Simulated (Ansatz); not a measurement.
**C₃H₈O₂Sn: one species, many methods**

How much do the methods differ for C₃H₈O₂Sn? The plan is to run it at one geometry with functionals of several rungs and with coupled cluster. The yardstick is the atomisation energy at the CCSD(T) limit.

The runs use Ansatz 0.2.0, Gaussian basis; functionals in def2-TZVPP, the program's frozen cores in correlated methods.

Levels to be run: PBE-D4, r2SCAN-D4, PBE0-D4, B3LYP-D4, ωB97X-V, ωB97M-V, B2PLYP; CCSD(T)/def2-TZVPP; MP2/def2-QZVPP; extrapolation to the limit.

## Step 1: Structure used throughout

The geometry comes from an earlier relaxation with PBE0-D4 in a triple-zeta def2 set; it is a stationary point, not always the lowest conformer. Sn takes the def2 core potential; no spin-orbit term is included.

14 atoms, charge 0, spin multiplicity 1.

Atoms are counted from 1 here; the program's logs count them from 0.

Bond lengths: C1–C2 1.518 Å, C1–H7 1.093 Å, C1–H8 1.091 Å, C1–H9 1.094 Å, C2–C3 1.519 Å, C2–O4 1.403 Å, C2–H10 1.100 Å, C3–H11 1.093 Å, C3–H12 1.095 Å, C3–H13 1.093 Å, O4–Sn5 1.972 Å, Sn5–O6 1.983 Å, O6–H14 0.960 Å. Angles: C2–C1–H7 111.1°, C2–C1–H8 110.2°, C2–C1–H9 110.1°, H7–C1–H8 108.6°, H7–C1–H9 108.4°, H8–C1–H9 108.3°, C1–C2–C3 111.3°, C1–C2–O4 109.1°, C1–C2–H10 108.1°, C3–C2–O4 113.5°, C3–C2–H10 107.8°, O4–C2–H10 106.8°, C2–C3–H11 110.9°, C2–C3–H12 110.6°, C2–C3–H13 110.5°, H11–C3–H12 109.5°, H11–C3–H13 107.7°, H12–C3–H13 107.5° and more.

## Step 2: PBE-D4 (GGA)

Input file in.yaml:

```yaml
crystal:
  periodic: [false, false, false]
  atoms:
    - {symbol: C, position_ang: [-0.055096, 1.671457, -0.676453]}
    - {symbol: C, position_ang: [-0.007503, 0.658986, 0.453904]}
    - {symbol: C, position_ang: [-1.020843, -0.452873, 0.242868]}
    - {symbol: O, position_ang: [1.308936, 0.195271, 0.600538]}
    - {symbol: Sn, position_ang: [2.503372, -1.363243, 0.423617]}
    - {symbol: O, position_ang: [1.259328, -2.841219, -0.023346]}
    - {symbol: H, position_ang: [-1.046016, 2.126322, -0.756092]}
    - {symbol: H, position_ang: [0.678022, 2.461350, -0.506263]}
    - {symbol: H, position_ang: [0.178321, 1.184855, -1.628072]}
    - {symbol: H, position_ang: [-0.268273, 1.177923, 1.388632]}
    - {symbol: H, position_ang: [-0.972735, -1.184393, 1.053611]}
    - {symbol: H, position_ang: [-0.846690, -0.956316, -0.713782]}
    - {symbol: H, position_ang: [-2.035363, -0.047525, 0.220401]}
    - {symbol: H, position_ang: [0.324539, -2.630594, -0.079563]}
basis:
  gaussian: {orbitals: def2-TZVPP}
hamiltonian: {xc: pbe, dispersion: d4}
output: {forces: true, orbitals: {seedname: orbitals}}
```

Launch:

```bash
ansatz run in.yaml --threads 2 --pin off --events-out ev --progress --plain --max-ram 32768MiB --backend cuda --devices 0, --max-vram 18GiB
```

After this run come: r2SCAN-D4 (meta-GGA); PBE0-D4 (hybrid); B3LYP-D4 (hybrid); ωB97X-V (range-separated); ωB97M-V (range-separated); B2PLYP (double hybrid); CCSD(T) in def2-TZVPP; MP2 in def2-QZVPP.

Before running them: what should the planned runs give, taken together? Wanted: atomisation energy, CCSD(T)/CBS; farthest; mean size of error, hybrid; mean size of error, range-separated; gap, smallest and largest; T1 diagnostic; triples share of the correlation energy.

As calculated:

| quantity | value |
| --- | --- |
| atomisation energy, CCSD(T)/CBS | 55.770 eV |
| functionals within 0.558 eV (1.0 %) | r2SCAN-D4, PBE0-D4, B3LYP-D4, ωB97X-V, ωB97M-V |
| farthest | PBE-D4 (+1.015 eV) |
| mean size of error, hybrid | 0.271 eV |
| mean size of error, range-separated | 0.178 eV |
| gap, smallest and largest | 3.73 eV (PBE-D4), 9.94 eV (ωB97X-V) |
| T1 diagnostic | 0.0159 |
| triples share of the correlation energy | 3.7 % |

PBE-D4 misses by +1.015 eV. Double hybrids carry the basis error of their MP2 part in triple zeta, and no dispersion term here, so their miss is partly the set-up's. The reference freezes the cores and leaves out spin-orbit coupling and excitations past (T), and its outer-core shells are covered unevenly, so misses under about 0.558 eV can't be ranked. All levels share the lack of spin-orbit coupling, which lowers the free heavy atoms and so the true binding. Hartree-Fock recovers 71 % of the binding; the rest is correlation. Orbital gaps span 3.7 to 9.9 eV; exact exchange widens them. Correlated methods include outer-core shells of Sn, which these sets cover unevenly.
